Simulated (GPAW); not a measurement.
# Ba2Tl5V3O12 (R-3m) in GPAW: further runs

The runs below take Ba2Tl5V3O12 through band structure, with PBE+U.

All numbers are computed with GPAW 26.7.0; they aren't measurements. Logs are shortened: lines on timing, memory, paths and dates and some standing lists are left out, and cuts for length are marked. The log counts tension as positive stress, the text compression.

## 1. Starting point

It takes space group R-3m (No. 166, trigonal). The conventional cell has a = 8.474 Å, b = 8.474 Å, c = 18.385 Å, α = 90.00°, β = 90.00°, γ = 120.00°. Around Ba (site symmetry -3m) lie 12 O at 3.23 Å. Ba (site symmetry -3m) is surrounded by 12 O at 3.22 Å. V (site symmetry 2/m) is surrounded by 4 O at 1.82 Å. Tl (site symmetry 2/m) has 4 O at 2.36 Å as nearest neighbours. Tl (site symmetry 3m) has 3 V at 2.80 Å and 6 O at 2.84 Å and 3 Tl at 2.98 Å as nearest neighbours. O (site symmetry 1) has 1 V at 1.82 Å as nearest neighbours.

The cell was built by a generator and needn't be a form met in nature.

## 2. Band structure, PBE+U, collinear spin, ferromagnetic start

Input file run.py:

```python
from ase import Atoms
from ase.dft.bandgap import bandgap
from ase.io import write
from ase.units import GPa
from ase.parallel import parprint
from gpaw import GPAW, PW

atoms = Atoms(['Ba', 'Ba', 'V', 'V', 'V', 'Tl', 'Tl', 'Tl', 'Tl', 'Tl', 'O', 'O', 'O', 'O', 'O', 'O', 'O', 'O', 'O', 'O', 'O', 'O'],
              cell=[[4.2369789974, 2.4462209647, 6.1284],
                    [-4.2369789974, 2.4462209647, 6.1284],
                    [0.0, -4.8924419294, 6.1284]],
              scaled_positions=[[0.5, 0.5, 0.5],
                                [0.0, 0.0, 0.0],
                                [0.5, 0.5, 0.0],
                                [0.0, 0.5, 0.5],
                                [0.5, 0.0, 0.5],
                                [0.0, 0.0, 0.5],
                                [0.5, 0.0, 0.0],
                                [0.0, 0.5, 0.0],
                                [0.74045, 0.74045, 0.74045],
                                [0.25955, 0.25955, 0.25955],
                                [0.71652, 0.08089, 0.41242],
                                [0.41242, 0.71652, 0.08089],
                                [0.08089, 0.41242, 0.71652],
                                [0.58758, 0.91911, 0.28348],
                                [0.91911, 0.28348, 0.58758],
                                [0.28348, 0.58758, 0.91911],
                                [0.28348, 0.91911, 0.58758],
                                [0.58758, 0.28348, 0.91911],
                                [0.91911, 0.58758, 0.28348],
                                [0.41242, 0.08089, 0.71652],
                                [0.08089, 0.71652, 0.41242],
                                [0.71652, 0.41242, 0.08089]],
              pbc=True)
atoms.set_initial_magnetic_moments([0.0, 0.0, 2.0, 2.0, 2.0, 0.0, 0.0, 0.0, 0.0, 0.0, 0.0, 0.0, 0.0, 0.0, 0.0, 0.0, 0.0, 0.0, 0.0, 0.0, 0.0, 0.0])

calc = GPAW(mode=PW(800),
            xc='PBE',
            kpts={'size': (3, 3, 3), 'gamma': True},
            occupations={'name': 'fermi-dirac', 'width': 0.05},
            setups={'V': ':d,4.0'},
            nbands=153,
            convergence={'density': 1e-05, 'energy': 1e-05},
            maxiter=150,
            txt='gpaw.txt')
atoms.calc = calc
energy = atoms.get_potential_energy()
forces = atoms.get_forces()
stress = atoms.get_stress()
calc.write('gs.gpw')
write('result.traj', atoms)
parprint(f'Energy: {energy:.6f} eV')
parprint('Forces (eV/A):')
parprint(forces.round(4))
parprint('Stress (GPa):', (stress / GPa).round(3))
parprint('Moments:', calc.get_magnetic_moments().round(3))
parprint('Fermi level:', round(calc.get_fermi_level(), 4), 'eV')
parprint(f'Gap: {bandgap(calc)[0]:.4f} eV, direct: {bandgap(calc, direct=True)[0]:.4f} eV')

path = atoms.cell.bandpath('GLB1,BZGX,QFP1Z,LP', npoints=60, eps=1e-4)
bs_calc = calc.fixed_density(kpts=path, symmetry='off', nbands=225,
                             convergence={'bands': 'CBM+6.0', 'eigenstates': 1e-6}, txt='bands.txt')
bs = bs_calc.band_structure()
bs.write('bs.json')
parprint(f'Gap on the path: {bandgap(bs_calc)[0]:.4f} eV')
```

Potentials or basis: GPAW PAW data sets (gpaw-data 1.2.1), pw.

On the command line:

```sh
$ OMP_NUM_THREADS=1 mpirun -n 8 gpaw python run.py
```

gpaw.txt:

```text
__  _  _
 | _ |_)|_||  |
 |__||  | ||/\| - 26.7.0

Input parameters:
  mode=PW(ecut=800.0),
  convergence={'density': 1e-05, 'energy': 1e-05},
  kpts=MonkhorstPack(size=(3, 3, 3), gamma=True),
  maxiter=150,
  nbands=153,
  occupations=Occupations(name='fermi-dirac', width=0.05),
  setups={'V': ':d,4.0'},
  xc=XC(name='PBE')

Diagonalizing LCAO Hamiltonian
Converting LCAO to pw mode

               Tl

             O      O
        O             O

           O     O
             O Ba  O

        O       V     O
          O      O
         V          V
               Tl
          Tl         Tl

              Tl

               Ba

Atoms  # Å, Bohr magnetons
|    | symbol |         x |         y |         z |    initial magnetic moments |
|----|--------|-----------|-----------|-----------|-----------------------------|
|  0 |     Ba |  0.000000 |  0.000000 |  9.192600 | ( 0.0000,  0.0000,  0.0000) |
|  1 |     Ba |  0.000000 |  0.000000 |  0.000000 | ( 0.0000,  0.0000,  0.0000) |
|  2 |      V |  0.000000 |  2.446221 |  6.128400 | ( 0.0000,  0.0000,  2.0000) |
|  3 |      V | -2.118489 | -1.223110 |  6.128400 | ( 0.0000,  0.0000,  2.0000) |
|  4 |      V |  2.118489 | -1.223110 |  6.128400 | ( 0.0000,  0.0000,  2.0000) |
|  5 |     Tl |  0.000000 | -2.446221 |  3.064200 | ( 0.0000,  0.0000,  0.0000) |
[... 14 lines left out ...]
| 20 |      O | -2.693151 | -0.067100 |  7.414322 | ( 0.0000,  0.0000,  0.0000) |
| 21 |      O |  1.288465 |  2.365887 |  7.414322 | ( 0.0000,  0.0000,  0.0000) |

Unit cell  # Å
| periodic |         x |         y |        z |  lengths |    angles |
|----------|-----------|-----------|----------|----------|-----------|
|      yes |  4.236979 |  2.446221 | 6.128400 | 7.841765 | 65.409403 |
|      yes | -4.236979 |  2.446221 | 6.128400 | 7.841765 | 65.409403 |
|      yes |  0.000000 | -4.892442 | 6.128400 | 7.841765 | 65.409403 |

Number of symmetries: 12
Symmetry operations  # r_c * U_cc + t_c -> r_c
|    | kind |            matrix            |
|----|------|------------------------------|
|  0 |  E   |  1, 0, 0,  0, 1, 0,  0, 0, 1 |
|  1 |  σ   |  1, 0, 0,  0, 0, 1,  0, 1, 0 |
|  2 |  σ   |  0, 1, 0,  1, 0, 0,  0, 0, 1 |
|  3 |  C3  |  0, 1, 0,  0, 0, 1,  1, 0, 0 |
|  4 |  C3  |  0, 0, 1,  1, 0, 0,  0, 1, 0 |
|  5 |  σ   |  0, 0, 1,  0, 1, 0,  1, 0, 0 |
|  6 |  C2  |  0, 0,-1,  0,-1, 0, -1, 0, 0 |
|  7 |  S6  |  0, 0,-1, -1, 0, 0,  0,-1, 0 |
|  8 |  S6  |  0,-1, 0,  0, 0,-1, -1, 0, 0 |
|  9 |  C2  |  0,-1, 0, -1, 0, 0,  0, 0,-1 |
| 10 |  C2  | -1, 0, 0,  0, 0,-1,  0,-1, 0 |
| 11 |  i   | -1, 0, 0,  0,-1, 0,  0, 0,-1 |

BZ-sampling:
  Number of BZ points: 27
  Number of IBZ points: 6

  Monkhorst-Pack size: [3, 3, 3]
  Monkhorst-Pack shift: [0, 0, 0]

K-points  # in reciprocal-cell coordinates
|   |                                coordinates |     weight |
|---|--------------------------------------------|------------|
| 0 | (  0.00000000,   0.00000000,   0.00000000) | 0.03703704 |
| 1 | (  0.33333333,   0.00000000,  -0.33333333) | 0.22222222 |
| 2 | (  0.33333333,   0.00000000,   0.00000000) | 0.22222222 |
| 3 | (  0.33333333,   0.33333333,  -0.33333333) | 0.22222222 |
| 4 | (  0.33333333,   0.33333333,   0.00000000) | 0.22222222 |
| 5 | (  0.33333333,   0.33333333,   0.33333333) | 0.07407407 |

Plane wave coefficients: 19609
Cutoff: 800.0 eV

Spin-components: 2 (collinear spins)
Bands:           153
Projectors:      120
Spin-degeneracy: 1
Datatype:        complex128

Parallelization:
  kpt:    4
  domain: 2
  band:   1

Density:
  Valence electrons: 196.0
  Components: 2
  Grid points: [54 54 54]
  Charge: 0.0  # |e|

Potential:
  Grid points: [54 54 54]

species:
  Ba:
    name:    Barium
    Z:       56.0
    valence: 10
    core:    46
    charge:  0.0  # [|e|]
    compensation charges:
      type: gauss
      rc: 0.37  # [Å]
      lmax: 2
    cutoffs:
      filter: 2.06  # [Å]
      core: 2.33  # [Å]
    projectors
    | kind |    occ | energy [eV] | rcut [Å] |
    |------|--------|-------------|----------|
    |   5s |  2.000 |     -33.644 |    1.164 |
    |   6s |  2.000 |      -3.229 |    1.164 |
    |   5p |  6.000 |     -18.744 |    1.164 |
    |    p |        |       0.000 |    1.164 |
    |    d |        |       0.000 |    1.164 |
    |    d |        |      27.211 |    1.164 |

    Using partial waves for Ba as LCAO basis

  V:
    name:    Vanadium
    Z:       23.0
    valence: 13
    core:    10
    charge:  0.0  # [|e|]
    Hubbard: {U: 4.0,  # eV
              l: 2,
              scale: True}
    compensation charges:
      type: gauss
      rc: 0.37  # [Å]
      lmax: 2
    cutoffs:
      filter: 2.14  # [Å]
      core: 0.96  # [Å]
    projectors
    | kind |    occ | energy [eV] | rcut [Å] |
    |------|--------|-------------|----------|
    |   3s |  2.000 |     -70.222 |    1.254 |
    |   4s |  2.000 |      -4.702 |    1.254 |
    |   3p |  6.000 |     -44.043 |    1.281 |
    |   4p |  0.000 |      -1.444 |    1.281 |
    |   3d |  3.000 |      -5.164 |    1.169 |
    |    d |        |      22.047 |    1.169 |

    Using partial waves for V as LCAO basis

  Tl:
    name:    Thallium
    Z:       81.0
    valence: 13
    core:    68
    charge:  0.0  # [|e|]
    compensation charges:
      type: gauss
      rc: 0.38  # [Å]
      lmax: 2
    cutoffs:
      filter: 2.11  # [Å]
      core: 2.55  # [Å]
    projectors
    | kind |    occ | energy [eV] | rcut [Å] |
    |------|--------|-------------|----------|
    |   6s |  2.000 |      -9.493 |    1.212 |
    |   6p |  1.000 |      -2.379 |    1.270 |
    |   5d | 10.000 |     -15.517 |    1.191 |
    |    s |        |      17.718 |    1.212 |
    |    p |        |      24.832 |    1.270 |
    |    d |        |      11.695 |    1.191 |

    Using partial waves for Tl as LCAO basis

  O:
    name:    Oxygen
    Z:       8.0
    valence: 6
    core:    2
    charge:  0.0  # [|e|]
    compensation charges:
      type: gauss
      rc: 0.21  # [Å]
      lmax: 2
    cutoffs:
      filter: 1.17  # [Å]
      core: 0.83  # [Å]
    projectors
    | kind |    occ | energy [eV] | rcut [Å] |
    |------|--------|-------------|----------|
    |   2s |  2.000 |     -23.961 |    0.688 |
    |   2p |  4.000 |      -9.029 |    0.598 |
    |    s |        |       3.251 |    0.688 |
    |    p |        |      18.182 |    0.598 |
    |    d |        |       0.000 |    0.619 |

    Using partial waves for O as LCAO basis

Reference energy: -3294732.300680  # eV

eigensolver:
  PPCG
  Converge bands: occupied
  niter=2

density mixing:
  MSR1-Mixer
  Pratt-step length: 0.05
  Maximum mixing coefficient: 0.75
  Old densities: 10
  SVD Regularization: 0.005
  Good broyden scale: 1.0
  Trust region scale: 1.0
  Backstep threshold: 4.0
  History deletion threshold: 6.0
  Fourier metric: weight=20.0, sigma=0.015

occupation numbers:
  Fermi-Dirac:
    width: 0.0500  # eV

poisson solver:
  ecut: 6400.0  # eV

xc functional:
  name: PBE with 2 nearest neighbor stencil

convergence criteria:
- Maximum integral of absolute [dens]ity change: 1e-05 electrons / valence electron
- Maximum [total energy] change in last 3 cyles: 1e-05 eV / valence electron
- Maximum integral of absolute [eigenst]ate change: 4e-08 eV^2 / valence electron
maximum number of iterations: 150

SCF iterations
|iter     | |      energy | eigst |  dens |  magmom |
|---------|-|-------------|-------|-------|---------|
|iter:   1| | -145.390656 | +0.56 |       |  +6.0166|
|iter:   2| | -134.603347 | -0.58 | -0.79 |  +5.7257|
|iter:   3| | -119.737398 | -0.26 | -0.89 |  +5.1700|
|iter:   4| | -119.370009 | -1.06 | -1.22 |  +4.3680|
|iter:   5| | -119.945956 | -1.56 | -1.42 |  +2.6302|
|iter:   6| | -120.029539 | -2.25 | -1.74 |  +1.8744|
|iter:   7| | -120.122003 | -3.14 | -2.24 |  +1.6084|
|iter:   8| | -120.168601 | -3.31 | -2.43 |  +1.4828|
|iter:   9| | -120.179585 | -3.76 | -2.60 |  +1.4256|
|iter:  10| | -120.182897 | -3.95 | -2.79 |  +1.3821|
|iter:  11| | -120.183779 | -4.44 | -3.04 |  +1.3570|
|iter:  12| | -120.184397c| -4.96 | -3.39 |  +1.3395|
|iter:  13| | -120.184676c| -5.70 | -3.72 |  +1.3440|
|iter:  14| | -120.184747c| -6.15 | -4.05 |  +1.3483|
|iter:  15| | -120.184761c| -6.67 | -4.31 |  +1.3526|
|iter:  16| | -120.184765c| -7.18 | -4.65 |  +1.3541|
|iter:  17| | -120.184765c| -7.51c| -4.96 |  +1.3551|
|iter:  18| | -120.184764c| -7.41c| -5.14c|  +1.3555|

Converged in 18 steps
Energy contributions relative to reference atoms: (reference = -3294732.300680)

Energy contributions:
  Kinetic:         138.132255
  Coulomb:        -144.328841
  Zero:              2.703218
  External:          0.000000
  Xc:             -116.666376
  Entropy:          -0.050041
  Spinorbit:         0.000000
  ----------------------------
  Free energy:    -120.209784
  Extrapolated:   -120.184764

dipole moment: (0.000000, -0.000000, -306.617419)  # |e|*Ang

Total magnetic moment: (0.000000, 0.000000, 1.355481)

Local magnetic moments
|        x |        y |         z |
|----------|----------|-----------|
| 0.000000 | 0.000000 | -0.000871 |  # Ba   0
| 0.000000 | 0.000000 | -0.002455 |  # Ba   1
| 0.000000 | 0.000000 |  0.723497 |  # V    2
| 0.000000 | 0.000000 |  0.723497 |  # V    3
| 0.000000 | 0.000000 |  0.723497 |  # V    4
| 0.000000 | 0.000000 | -0.011106 |  # Tl   5
[... 14 lines left out ...]
| 0.000000 | 0.000000 | -0.044989 |  # O   20
| 0.000000 | 0.000000 | -0.044989 |  # O   21

Fermi level: 5.691
Eigenvalues  # (at kpt = [0.000, 0.000, 0.000])
| band index |      eig [eV] | occ [0-1] |      eig [eV] | occ [0-1] |
|------------|---------------|-----------|---------------|-----------|
|          0 |       -60.269 |     1.000 |       -59.528 |     1.000 |
|        ... |               |           |               |           |
|         92 |         4.104 |     1.000 |         4.375 |     1.000 |
|         93 |         4.486 |     1.000 |         4.381 |     1.000 |
|         94 |         4.508 |     1.000 |         4.684 |     1.000 |
|         95 |         4.508 |     1.000 |         5.277 |     1.000 |
|         96 |         4.789 |     1.000 |         5.293 |     1.000 |
|         97 |         5.236 |     1.000 |         5.293 |     1.000 |
[... 8 lines left out ...]
|        106 |         7.932 |     0.000 |         8.437 |     0.000 |
|        107 |         8.003 |     0.000 |         8.456 |     0.000 |
|        ... |               |           |               |           |
|        152 |        18.029 |     0.000 |        18.168 |     0.000 |

No gap
No difference between direct/indirect transitions

Forces  # eV/Ang
|        x |        y |        z |
|----------|----------|----------|
| -0.00000 | -0.00000 | -0.00000 |  # Ba   0
| -0.00000 |  0.00000 | -0.00000 |  # Ba   1
|  0.00000 |  0.00000 | -0.00000 |  # V    2
|  0.00000 |  0.00000 |  0.00000 |  # V    3
|  0.00000 |  0.00000 |  0.00000 |  # V    4
|  0.00000 |  0.00000 |  0.00000 |  # Tl   5
[... 14 lines left out ...]
| -0.39765 |  0.43295 |  0.62940 |  # O   20
|  0.57377 |  0.12790 |  0.62940 |  # O   21

Stress tensor  # eV/Ang^3
|         x |         y |         z |
|-----------|-----------|-----------|
| -0.010717 |  0.000000 | -0.000000 |
|  0.000000 | -0.010717 |  0.000000 |
| -0.000000 |  0.000000 | -0.018543 |

# Writing to gs.gpw (mode='')
```

Run time: 25 min. Hardware: 8 MPI ranks of Intel Xeon Platinum 8488C (Sapphire Rapids), shared host; peak memory 2.2 GiB.

What came out:

```
Free energy             : -120.2098 eV
Pressure                : 2.1 GPa
Largest force           : 0.861 eV/Å
Band gap along the path : none (metal or under the smearing width)
Net moment              : 1.36 μB per cell
Site moments            : Ba -0.00; V +0.72; Tl -0.01; O -0.04 μB
```

Forces in eV/Å, atoms in the order of the input:
```
Ba   0.000  0.000  0.000
Ba   0.000  0.000  0.000
V    0.000  0.000  0.000
V    0.000  0.000  0.000
V    0.000  0.000  0.000
Tl   0.000  0.000  0.000
Tl   0.000  0.000  0.000
Tl   0.000  0.000  0.000
Tl   0.000  0.000  0.382
Tl   0.000  0.000 -0.382
O    0.398  0.433  0.629
O   -0.574  0.128  0.629
O    0.176 -0.561  0.629
O    0.176  0.561 -0.629
O    0.398 -0.433 -0.629
O   -0.574 -0.128 -0.629
O   -0.398 -0.433 -0.629
O    0.574 -0.128 -0.629
O   -0.176  0.561 -0.629
O   -0.176 -0.561  0.629
O   -0.398  0.433  0.629
O    0.574  0.128  0.629
```

Stress tensor (GPa, compression positive):
```
1.72 0.00 0.00
0.00 1.72 0.00
0.00 0.00 2.97
```

Levels at the corners of the path, in eV from the Fermi level:
Spin up:
| point | band 97 | band 98 | band 99 | band 100 | band 101 | band 102 |
| --- | --- | --- | --- | --- | --- | --- |
| Γ | -0.90 | -0.46 | -0.46 | -0.34 | -0.13 | 0.85 |
| L | -0.67 | -0.60 | -0.08 | 0.25 | 0.28 | 1.32 |
| B1 | -0.75 | -0.72 | 0.18 | 0.33 | 0.59 | 1.07 |
| B | -0.75 | -0.72 | 0.18 | 0.33 | 0.59 | 1.07 |
| Z | -0.87 | -0.66 | -0.22 | 0.78 | 0.78 | 0.82 |
| Γ | -0.90 | -0.46 | -0.46 | -0.34 | -0.13 | 0.85 |
| X | -0.74 | -0.63 | 0.14 | 0.49 | 0.51 | 1.11 |
| Q | -0.74 | -0.63 | 0.14 | 0.49 | 0.51 | 1.11 |
| F | -0.69 | -0.64 | 0.17 | 0.37 | 0.67 | 1.09 |
| P1 | -0.84 | -0.71 | 0.08 | 0.39 | 0.62 | 1.03 |
| Z | -0.87 | -0.66 | -0.22 | 0.78 | 0.78 | 0.82 |
| L | -0.67 | -0.60 | -0.08 | 0.25 | 0.28 | 1.32 |
| P | -0.84 | -0.71 | 0.08 | 0.39 | 0.62 | 1.03 |
Spin down:
```csv
point,band 95,band 96,band 97,band 98,band 99,band 100
Γ,-1.01,-0.41,-0.40,-0.40,-0.25,1.15
L,-0.74,-0.67,-0.60,0.07,0.27,0.68
B1,-0.80,-0.71,-0.62,0.31,0.49,1.21
B,-0.80,-0.71,-0.62,0.31,0.49,1.21
Z,-0.97,-0.73,-0.31,0.71,0.71,1.00
Γ,-1.01,-0.41,-0.40,-0.40,-0.25,1.15
X,-0.80,-0.65,-0.61,0.13,0.63,1.08
Q,-0.80,-0.65,-0.61,0.13,0.63,1.08
F,-0.78,-0.61,-0.55,0.17,1.01,1.16
P1,-0.79,-0.77,-0.57,0.36,0.60,1.06
Z,-0.97,-0.73,-0.31,0.71,0.71,1.00
L,-0.74,-0.67,-0.60,0.07,0.27,0.68
P,-0.79,-0.77,-0.57,0.36,0.60,1.06
```

Caveat: spin-orbit coupling is left out, which moves the levels of the heavy elements.

## 3. Band structure, PBE+U, collinear spin, ferromagnetic start

run.py: that of step 2 with these lines changed.

```diff
@@ -40,3 +40,3 @@
             occupations={'name': 'fermi-dirac', 'width': 0.05},
-            setups={'V': ':d,4.0'},
+            setups={'V': ':d,6.0'},
             nbands=153,
```

Potentials or basis: GPAW PAW data sets (gpaw-data 1.2.1), pw.

On the command line:

```sh
$ OMP_NUM_THREADS=1 mpirun -n 8 gpaw python run.py
```

It took 35 min on 8 MPI ranks of AMD EPYC 7R43 (Zen 3), shared host; peak memory 2.2 GiB.

Results (log left out):

* Free energy: -115.2699 eV
* Pressure: 3.6 GPa
* Largest force: 1.322 eV/Å
* Band gap along the path: none (metal or under the smearing width)
* Net moment: 1.64 μB per cell
* Site moments: Ba -0.00; V +0.89; Tl -0.01; O -0.05 μB

Forces in eV/Å, atoms in the order of the input:
```
Ba   0.000  0.000  0.000
Ba   0.000  0.000  0.000
V    0.000  0.000  0.000
V    0.000  0.000  0.000
V    0.000  0.000  0.000
Tl   0.000  0.000  0.000
Tl   0.000  0.000  0.000
Tl   0.000  0.000  0.000
Tl   0.000  0.000  0.560
Tl   0.000  0.000 -0.560
O    0.580  0.682  0.973
O   -0.880  0.162  0.973
O    0.300 -0.843  0.973
O    0.300  0.843 -0.973
O    0.580 -0.682 -0.973
O   -0.880 -0.162 -0.973
O   -0.580 -0.682 -0.973
O    0.880 -0.162 -0.973
O   -0.300  0.843 -0.973
O   -0.300 -0.843  0.973
O   -0.580  0.682  0.973
O    0.880  0.162  0.973
```

Stress tensor (GPa, compression positive):
```
2.98 0.00 0.00
0.00 2.98 0.00
0.00 0.00 4.70
```

Levels at the corners of the path, in eV from the Fermi level:
Spin up:
```csv
point,band 97,band 98,band 99,band 100,band 101,band 102
Γ,-0.86,-0.40,-0.40,-0.28,-0.13,0.71
L,-0.62,-0.54,-0.10,0.17,0.31,0.99
B1,-0.71,-0.67,0.02,0.37,0.49,0.86
B,-0.71,-0.67,0.02,0.37,0.49,0.86
Z,-0.82,-0.61,-0.21,0.34,0.80,0.80
Γ,-0.86,-0.40,-0.40,-0.28,-0.13,0.71
X,-0.69,-0.59,0.19,0.29,0.33,1.08
Q,-0.69,-0.59,0.19,0.29,0.33,1.08
F,-0.65,-0.62,0.17,0.22,0.44,1.11
P1,-0.79,-0.67,-0.05,0.43,0.52,0.79
Z,-0.82,-0.61,-0.21,0.34,0.80,0.80
L,-0.62,-0.54,-0.10,0.17,0.31,0.99
P,-0.79,-0.67,-0.05,0.43,0.52,0.79
```
Spin down:
```tsv
point	band 94	band 95	band 96	band 97	band 98	band 99	band 100	band 101
Γ	-1.16	-0.97	-0.37	-0.31	-0.31	-0.29	1.56	1.56
L	-0.85	-0.71	-0.63	-0.54	0.10	0.31	0.73	1.15
B1	-0.82	-0.76	-0.67	-0.58	0.35	0.55	1.54	1.67
B	-0.82	-0.76	-0.67	-0.58	0.35	0.55	1.54	1.67
Z	-1.03	-0.94	-0.68	-0.33	0.72	0.72	1.31	1.31
Γ	-1.16	-0.97	-0.37	-0.31	-0.31	-0.29	1.56	1.56
X	-0.78	-0.75	-0.60	-0.56	0.18	0.73	1.14	1.68
Q	-0.78	-0.75	-0.60	-0.56	0.18	0.73	1.15	1.68
F	-0.82	-0.74	-0.58	-0.51	0.22	1.02	1.47	1.57
P1	-0.89	-0.75	-0.74	-0.53	0.40	0.62	1.40	1.79
Z	-1.03	-0.94	-0.68	-0.33	0.72	0.72	1.31	1.31
L	-0.85	-0.71	-0.63	-0.54	0.10	0.31	0.73	1.15
P	-0.89	-0.75	-0.74	-0.53	0.40	0.62	1.40	1.79
```

Caveat: spin-orbit coupling is left out, which moves the levels of the heavy elements; forces of over 1 eV/Å show positions far from the minimum, so gaps and moduli don't describe the material at rest. The state reached can hang on the start; a lower one may exist.
